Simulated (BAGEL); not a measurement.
# GeSiH5Cl (SMILES Cl[SiH2][GeH3]): a chain of runs

Aim: the energy (HF/def2-SVP), then the energy (NEVPT2(2,2)/def2-SVP) of GeSiH5Cl. 

The results are computed with BAGEL 1.2.2.

3 further runs of the same task are left out: 1 that didn't finish, 2 set aside as unsound or not needed.

### Step 1. The system as given

GeSiH5Cl: 8 atoms, total charge 0, spin state singlet. As SMILES, `Cl[SiH2][GeH3]`. The Si2–Ge3 distance was set to 6.657 Å, away from the relaxed value. At this shape a bond of the SMILES string is far longer than usual.

Bond lengths: Cl1–Si2 2.062 Å, Si2–H4 1.484 Å, Si2–H5 1.484 Å, Ge3–H6 1.536 Å, Ge3–H7 1.538 Å, Ge3–H8 1.536 Å. Angles: Cl1–Si2–H4 107.8°, Cl1–Si2–H5 107.8°, H4–Si2–H5 109.1°, H6–Ge3–H7 108.9°, H6–Ge3–H8 109.1°, H7–Ge3–H8 108.9°.

### Step 2. The energy at HF/def2-SVP (density fitting with svp-jkfit) (run 1)

input.json

```json
{ "bagel" : [

{
  "title" : "molecule",
  "basis" : "svp",
  "df_basis" : "svp-jkfit",
  "geometry" : [
    { "atom" : "Cl", "xyz" : [    -7.71456124,     6.60237616,    -6.53819161 ] },
    { "atom" : "Si", "xyz" : [    -4.16905708,     5.44095048,    -7.66503530 ] },
    { "atom" : "Ge", "xyz" : [     1.09887574,    -1.25137664,     1.59247221 ] },
    { "atom" : "H", "xyz" : [    -4.47046840,     3.91216205,    -9.99676836 ] },
    { "atom" : "H", "xyz" : [    -2.66710276,     7.73337724,    -8.26086594 ] },
    { "atom" : "H", "xyz" : [     1.34397322,     0.38115776,     3.97995219 ] },
    { "atom" : "H", "xyz" : [     3.74449232,    -2.14578401,     0.78537018 ] },
    { "atom" : "H", "xyz" : [    -0.53781606,    -3.57214929,     2.19246025 ] }
  ]
},

{ "title" : "hf", "charge" : 0 },

{ "title" : "print", "file" : "orbitals.molden", "orbitals" : true }

]}
```

Launch:

```bash
$ BAGEL_NUM_THREADS=1 BAGEL input.json > input.out
```

Standard output:

```text
* using 1 threads per process

  ===============================================================
  ===============================================================

  *** Geometry ***

  { "atom" : "Cl", "xyz" : [     -7.714561,      6.602376,     -6.538192 ] },
  { "atom" : "Si", "xyz" : [     -4.169057,      5.440950,     -7.665035 ] },
  { "atom" : "Ge", "xyz" : [      1.098876,     -1.251377,      1.592472 ] },
  { "atom" : "H", "xyz" : [     -4.470468,      3.912162,     -9.996768 ] },
  { "atom" : "H", "xyz" : [     -2.667103,      7.733377,     -8.260866 ] },
  { "atom" : "H", "xyz" : [      1.343973,      0.381158,      3.979952 ] },
  { "atom" : "H", "xyz" : [      3.744492,     -2.145784,      0.785370 ] },
  { "atom" : "H", "xyz" : [     -0.537816,     -3.572149,      2.192460 ] },

  Number of auxiliary basis functions:      612

  Since a DF basis is specified, we compute 2- and 3-index integrals:
    o Being stored without compression. Storage requirement is 0.042 GB

  Number of basis functions:       93
  Number of electrons      :       68

    * METHOD: MOLECULE                             0.36

  *** RHF ***

  === Nuclear Repulsion ===
   196.1015203684

      * DIIS with orbital gradients will be used.

  === RHF iteration (svp) ===
      0      -2825.81745898          0.00929132           0.14
      1      -2825.73362934          0.01337055           0.14
      2      -2825.91960974          0.00645366           0.13
      3      -2825.99283578          0.00407889           0.13
      4      -2826.02124884          0.00153240           0.13
      5      -2826.02217823          0.00132932           0.14
      6      -2826.02344326          0.00090011           0.14
      7      -2826.02411191          0.00056305           0.14
      8      -2826.02452587          0.00002735           0.14
      9      -2826.02452712          0.00000470           0.14
     10      -2826.02452717          0.00000120           0.14
     11      -2826.02452717          0.00000039           0.14
     12      -2826.02452717          0.00000017           0.14
     13      -2826.02452717          0.00000009           0.14
     14      -2826.02452717          0.00000003           0.14
     15      -2826.02452717          0.00000001           0.14
    * SCF iteration converged.

    * Permanent dipole moment:
           (   -0.681968,     0.390426,    -0.150666) a.u.

    * METHOD: HF                                   2.48

    * METHOD: PRINT                                0.02

  ===============================================================
```

Wall time 3.3 s (1 thread of Arm Neoverse V1, shared host); peak memory 0.18 GiB.

### Step 3. A single-point energy at NEVPT2(2,2)/def2-SVP (density fitting with svp-jkfit) (run 2)

input.json

```json
{ "bagel" : [

{
  "title" : "molecule",
  "basis" : "svp",
  "df_basis" : "svp-jkfit",
  "geometry" : [
    { "atom" : "Cl", "xyz" : [ -7.71456124,  6.60237616, -6.53819161 ] },
    { "atom" : "Si", "xyz" : [ -4.16905708,  5.44095048, -7.66503530 ] },
    { "atom" : "Ge", "xyz" : [  1.09887574, -1.25137664,  1.59247221 ] },
    { "atom" : "H", "xyz" : [ -4.47046840,  3.91216205, -9.99676836 ] },
    { "atom" : "H", "xyz" : [ -2.66710276,  7.73337724, -8.26086594 ] },
    { "atom" : "H", "xyz" : [  1.34397322,  0.38115776,  3.97995219 ] },
    { "atom" : "H", "xyz" : [  3.74449232, -2.14578401,  0.78537018 ] },
    { "atom" : "H", "xyz" : [ -0.53781606, -3.57214929,  2.19246025 ] }
  ]
},
{
  "title" : "hf"
},
{
  "title" : "nevpt2",
  "nstate" : 1,
  "nact" : 2,
  "nclosed" : 33,
  "active" : [34, 35],
  "maxiter" : 200,
  "natocc" : true,
  "ncore" : 19
},
{
  "title" : "print",
  "file" : "orbitals.molden",
  "orbitals" : true
}

]}
```

Launch:

```bash
$ BAGEL_NUM_THREADS=1 BAGEL input.json > input.out
```

Standard output:

```text
* using 1 threads per process

  ===============================================================
  ===============================================================

  *** Geometry ***

  { "atom" : "Cl", "xyz" : [     -7.714561,      6.602376,     -6.538192 ] },
  { "atom" : "Si", "xyz" : [     -4.169057,      5.440950,     -7.665035 ] },
  { "atom" : "Ge", "xyz" : [      1.098876,     -1.251377,      1.592472 ] },
  { "atom" : "H", "xyz" : [     -4.470468,      3.912162,     -9.996768 ] },
  { "atom" : "H", "xyz" : [     -2.667103,      7.733377,     -8.260866 ] },
  { "atom" : "H", "xyz" : [      1.343973,      0.381158,      3.979952 ] },
  { "atom" : "H", "xyz" : [      3.744492,     -2.145784,      0.785370 ] },
  { "atom" : "H", "xyz" : [     -0.537816,     -3.572149,      2.192460 ] },

  Number of auxiliary basis functions:      612

  Since a DF basis is specified, we compute 2- and 3-index integrals:
    o Being stored without compression. Storage requirement is 0.042 GB

  Number of basis functions:       93
  Number of electrons      :       68

    * METHOD: MOLECULE                             0.36

  *** RHF ***

  === Nuclear Repulsion ===
   196.1015203684

      * DIIS with orbital gradients will be used.

  === RHF iteration (svp) ===
      0      -2825.81745898          0.00929132           0.14
      1      -2825.73362934          0.01337055           0.14
      2      -2825.91960974          0.00645366           0.14
      3      -2825.99283578          0.00407889           0.14
      4      -2826.02124884          0.00153240           0.14
      5      -2826.02217823          0.00132932           0.14
      6      -2826.02344326          0.00090011           0.14
      7      -2826.02411191          0.00056305           0.14
      8      -2826.02452587          0.00002735           0.14
      9      -2826.02452712          0.00000470           0.14
     10      -2826.02452717          0.00000120           0.14
     11      -2826.02452717          0.00000039           0.14
     12      -2826.02452717          0.00000017           0.14
     13      -2826.02452717          0.00000009           0.14
     14      -2826.02452717          0.00000003           0.14
     15      -2826.02452717          0.00000001           0.14
    * SCF iteration converged.

    * Permanent dipole moment:
           (   -0.681968,     0.390426,    -0.150666) a.u.

    * METHOD: HF                                   2.48

    * freezing 19 orbitals
  ---------------------------
      CASSCF calculation
  ---------------------------

    ==== Active orbitals : =====
         Orbital 34
         Orbital 35
    ============================

    * nstate   :      1
    * nclosed  :     33
    * nact     :      2
    * nvirt    :     58
  === CASSCF iteration (svp) ===

    * Using the second-order algorithm

      0  0     -2826.14980752     3.12e-03      0.03

      1  0     -2826.16187238     1.62e-04      0.67

      2  0     -2826.16188760     3.54e-06      0.68

      3  0     -2826.16188761     3.89e-07      0.63

      4  0     -2826.16188761     4.30e-08      0.57

      5  0     -2826.16188761     4.76e-09      0.52

    * Second-order optimization converged. *

     guess   0:   closed 1.                   open ..

  === FCI iteration ===

      0  0     -2826.01112196     7.72e-02      0.00
      1  0     -2826.16168231     3.98e-03      0.00
      2  0 *   -2826.16188761     1.11e-16      0.00

     * ci vector, state   0, <S^2> = 0.0000
       2.     0.7153503700
       .2    -0.6987659466

  === DF-NEVPT2 calculation ===

    * 3-index integral transformation done
    * assembly done

      NEVPT2 correlation energy:   -0.4434861915      0.21

          (+0)     -0.3933746935
          (+0)'    -0.0056168864
          (+1)     -0.0115645211
          (+1)'    -0.0000000000
          (+2)     -0.0000011800
          (-1)     -0.0329215367
          (-1)'     0.0000000000
          (-2)     -0.0000073737

      NEVPT2 total energy:       -2826.6053738018

    * METHOD: NEVPT2                               3.84

    * METHOD: PRINT                                0.02

  ===============================================================
```

It took 6.9 s on 1 thread of Arm Neoverse V1, shared host; peak memory 0.17 GiB.

### Step 4. What came out

```
                                 quantity           value
         run 1, HF/def2-SVP: total energy  -2826.02453 Eh
        run 1, HF/def2-SVP: dipole moment          2.03 D
          run 1, HF/def2-SVP: HOMO energy        -5.57 eV
          run 1, HF/def2-SVP: LUMO energy        -2.90 eV
        run 1, HF/def2-SVP: HOMO–LUMO gap         2.67 eV
run 2, NEVPT2(2,2)/def2-SVP: total energy  -2826.60537 Eh
```

What this shows: One bond (run 1, HF/def2-SVP) is far stretched, which a spin-restricted single reference describes badly; a broken-symmetry solution may lie lower.
